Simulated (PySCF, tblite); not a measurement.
**C5H9OSi radical: geometry, infrared bands and EPR parameters**

Wanted: the infrared bands and EPR parameters of C5H9OSi radical (`[SiH3]O/C=C\[C@@H]1[CH]C1`), by calculation.

The runs use tblite 0.8.0 and PySCF 2.14.0, with density-fitted response routines of our own; the level of theory stands in each step. All values are computed, except where a source is named. Atoms count from 0, in the outputs and in this text.

### Step 1. The molecule as given

16 atoms, charge 0, multiplicity 2; geometry from: force field or distance geometry start.

Bonds of the start (Å): Si0–O1 1.75, O1–C2 1.39, C2–C3 1.35, C3–C4 1.49, C4–C5 1.54, C5–C6 1.53, C6–C4 1.51, Si0–H7 1.47, Si0–H8 1.47, Si0–H9 1.45, C2–H10 1.08, C3–H11 1.08, C4–H12 1.10, C5–H13 1.12, C6–H14 1.12, C6–H15 1.10.

### Step 2. Optimising the geometry with GFN2-xTB

What the job is given:

```
{"job": {"kind": "relax", "xc": "GFN2-xTB", "basis": "xTB"}, "charge": 0, "multiplicity": 2}
Si     2.975600     0.291900     0.952300
O      1.311200    -0.248200     0.968400
C      0.779300    -0.859800    -0.161300
C     -0.553700    -0.811400    -0.378100
C     -1.377600    -0.128700     0.654200
C     -2.906100    -0.235000     0.520800
C     -2.167100     1.040200     0.125800
H      3.351800     0.442600    -0.458700
H      3.035300     1.623100     1.563400
H      3.793500    -0.696900     1.633500
H      1.435000    -1.344500    -0.863000
H     -1.007500    -1.276200    -1.236100
H     -1.025700    -0.151200     1.697700
H     -3.168300    -0.856400    -0.375800
H     -2.326800     1.906800     0.816000
H     -2.156500     1.312600    -0.935600
```

On the command line:

```
$ OMP_NUM_THREADS=1 python probes_run.py task.json out
```

One launch serves the whole session: the jobs run in the order shown.

**Question.** This job is followed by: GFN2-xTB harmonic vibrations, gas phase; UKS B3LYP, pcH-1 on C H O Si, non-relativistic, mean-field spin-orbit, GIAO. What will the session give for the following? strongest single infrared mode (GFN2-xTB); zero-point energy (GFN2-xTB); g(iso) (B3LYP); ⟨S²⟩; largest a(iso) (averaged by class); surface potential, 1st and 99th percentile.

**Answer**, as computed:

```
                                 quantity                 value
strongest single infrared mode (GFN2-xTB)  833 cm⁻¹, 447 km/mol
             zero-point energy (GFN2-xTB)         73.5 kcal/mol
                           g(iso) (B3LYP)               2.00273
                                     ⟨S²⟩    0.754 (exact 0.75)
       largest a(iso) (averaged by class)  13C on C5, 297.8 MHz
    surface potential, 1st and 99th percentile    -0.80 V and 1.57 V
```

The optimisation took 97 steps and gained 0.871 eV; among the close pairs (by a distance rule), Si0–O1 changed most, from 1.750 to 1.626 Å. No mode is imaginary among the 42: a minimum at this level. The strongest single mode, at 833 cm⁻¹, moves mainly H7 and H9. GFN2-xTB is a fitted tight-binding method: band positions and strengths are rough. Its intensities can rank the bands wrongly. C5 carries the largest spin population, 0.94 e. The isotropic g lies 0.4 ppt above the free-electron value.
